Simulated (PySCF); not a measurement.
# ScH: from the state search to spectroscopic constants

One table from this session's results is given with a row withheld; the runs are named, their logs left out.

The runs use PySCF 2.14.0; Sc def2-TZVPP, H def2-TZVPP, no relativity.

Set-up of the first run:

A driver script around PySCF takes these settings:

```yaml
atoms: Sc, H
charge: 0
basis: Sc def2-TZVPP, H def2-TZVPP
Hamiltonian: no relativity
basis_functions: 78
electrons_treated: 22
masses_in_u: 44.9559, 1.0078
levels: PBE0, PBE, r²SCAN, PBEsol, TPSSh, M06-2X, TPSS, ωB97M-V, HF, MP2, SCS-MP2, CCSD, CCSD(T)
grid: 80 radial by 434 angular points
occupations: held fixed by the projection of orbital angular momentum
dissociation_limit: Sc + H, each in its ground configuration
starting_distance_in_angstrom: 1.640
values_of_2S_to_try: 0, 2, 4
```

On the command line:

```bash
$ OMP_NUM_THREADS=1 python dia.py task.json out
```

Steps of the session up to this table: The job; PBE0 along the bond; Excited determinants; PBE (GGA); r²SCAN; PBEsol; TPSSh (hybrid meta-GGA); M06-2X (hybrid meta-GGA); TPSS; ωB97M-V; UHF (mean field); MP2 and coupled cluster.

One table of the session follows, with a row left open; its other results are not shown here.

Energy (eV) from each level's lowest point:

```
R (Å)    UHF  UHF-MP2  UHF-SCS-MP2  UHF-CCSD  UHF-CCSD(T)
1.590  0.643    0.434        0.471       n/a          n/a
1.664  0.363    0.215        0.240     0.241        0.232
1.738      ?        ?            ?         ?            ?
1.794  0.083    0.024        0.033     0.034        0.030
1.849  0.027    0.000        0.003     0.003        0.002
1.905  0.000    0.002        0.000     0.000        0.000
1.978  0.003    0.039        0.030     0.029        0.031
2.071  0.055    0.127        0.111     0.108        0.111
2.182  0.171    0.276        0.254     0.245        0.249
2.330  0.384    0.521        0.491       n/a          n/a
```

Estimate the missing values for R (Å) = 1.738.

Worked estimate for «UHF». A straight line through the neighbours (1.664, 0.363) and (1.794, 0.083) gives 0.363 + (0.083 − 0.363) × (1.738 − 1.664) / (1.794 − 1.664) = 0.204; a parabola fitted to 4 rows on both sides gives 0.172.

**Answer.** UHF: 0.175; UHF-MP2: 0.080; UHF-SCS-MP2: 0.096; UHF-CCSD: 0.096; UHF-CCSD(T): 0.091. In «UHF» the line misses by +0.029 and the parabola by -0.003.

Limits of these values: The state is the lowest single determinant that the PBE0 search found; with open d or f shells the true ground state can be another one.
